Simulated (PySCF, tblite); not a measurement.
**C2H10F2OSi3: geometry, infrared bands and NMR shifts**

Wanted: the infrared bands and NMR shifts of C2H10F2OSi3 (`FC(F)OC([SiH3])([SiH3])[SiH3]`), by calculation.

The runs use tblite 0.8.0 and PySCF 2.14.0, with density-fitted response routines of our own; the level of theory stands in each step. All values are computed, except where a source is named. Atoms are numbered from 0 throughout.

### 1 Starting geometry

18 atoms, charge 0, multiplicity 1; geometry from: force field or distance geometry start.

Bonds of the start (Å): F0–C1 1.38, C1–F2 1.39, C1–O3 1.37, O3–C4 1.35, C4–Si5 1.87, C4–Si6 1.82, C4–Si7 1.87, C1–H8 1.11, Si5–H9 1.46, Si5–H10 1.47, Si5–H11 1.47, Si6–H12 1.50, Si6–H13 1.47, Si6–H14 1.45, Si7–H15 1.48, Si7–H16 1.47, Si7–H17 1.47.

### 2 Geometry optimisation with GFN2-xTB

The job: settings as JSON, then the geometry in Å.

```
{"job": {"kind": "relax", "xc": "GFN2-xTB", "basis": "xTB"}, "charge": 0, "multiplicity": 1}
F      3.067600    -0.726500     0.177200
C      1.830600    -0.864300     0.783200
F      1.964000    -1.337800     2.084500
O      1.079000     0.278800     0.766900
C     -0.103600     0.253200     0.113600
Si     0.246200    -0.143100    -1.683700
Si    -1.393400    -0.893100     0.703400
Si    -0.760500     1.999900     0.175900
H      1.284700    -1.639000     0.208800
H      1.335100     0.736300    -2.097500
H      0.689300    -1.537300    -1.862800
H     -1.004500     0.090800    -2.429500
H     -1.723800    -0.728500     2.159700
H     -2.643200    -0.559900    -0.004900
H     -1.131500    -2.292700     0.425800
H      0.258400     2.887600     0.769500
H     -2.029100     2.068000     0.919700
H     -0.974000     2.414100    -1.221300
```

Run with:

```bash
$ OMP_NUM_THREADS=1 python probes_run.py task.json out
```

The driver reads the jobs from task.json and runs them one after another.

**Question.** This job is followed by: GFN2-xTB harmonic vibrations, gas phase; GIAO PBE0/pcSseg-1 NMR shielding, non-relativistic, gas phase. What will the session give for the following? strongest single infrared mode (GFN2-xTB); zero-point energy (GFN2-xTB); ¹³C shifts against TMS (PBE0/pcSseg-1); ¹H shifts against TMS (PBE0/pcSseg-1, means over atoms taken as alike); ¹⁹F shifts against CFCl3 (PBE0/pcSseg-1, means over atoms taken as alike); ¹⁷O shifts against H2O (PBE0/pcSseg-1); ²⁹Si shifts against TMS (PBE0/pcSseg-1, means over atoms taken as alike).

The runs gave:

| quantity | value |
| --- | --- |
| strongest single infrared mode (GFN2-xTB) | 781 cm⁻¹, 641 km/mol |
| zero-point energy (GFN2-xTB) | 65.3 kcal/mol |
| ¹³C shifts against TMS (PBE0/pcSseg-1) | 125.1, 56.2 ppm |
| ¹H shifts against TMS (PBE0/pcSseg-1, means over atoms taken as alike) | 6.38, 4.20 ppm |
| ¹⁹F shifts against CFCl3 (PBE0/pcSseg-1, means over atoms taken as alike) | -89.7 ppm |
| ¹⁷O shifts against H2O (PBE0/pcSseg-1) | 95.9 ppm |
| ²⁹Si shifts against TMS (PBE0/pcSseg-1, means over atoms taken as alike) | -65.4 ppm |

In words: Relaxing lowered the energy by 0.886 eV in 123 steps; the close pair that moved most is O3–C4, from 1.351 to 1.480 Å. All 48 modes are real, so the xTB geometry is a minimum. Unscaled tight-binding wavenumbers are off by several per cent, some by more. Its intensities can rank the bands wrongly. The most deshielded hydrogen is H8 (hydrogen on an sp3 CH bonded to 2 F and O), at 6.38 ppm: its carbon carries F and O, an electronegative neighbour. At PBE0/pcSseg-1: The largest span, 181 ppm, is at F0, F2, where the paramagnetic term is -212 ppm.
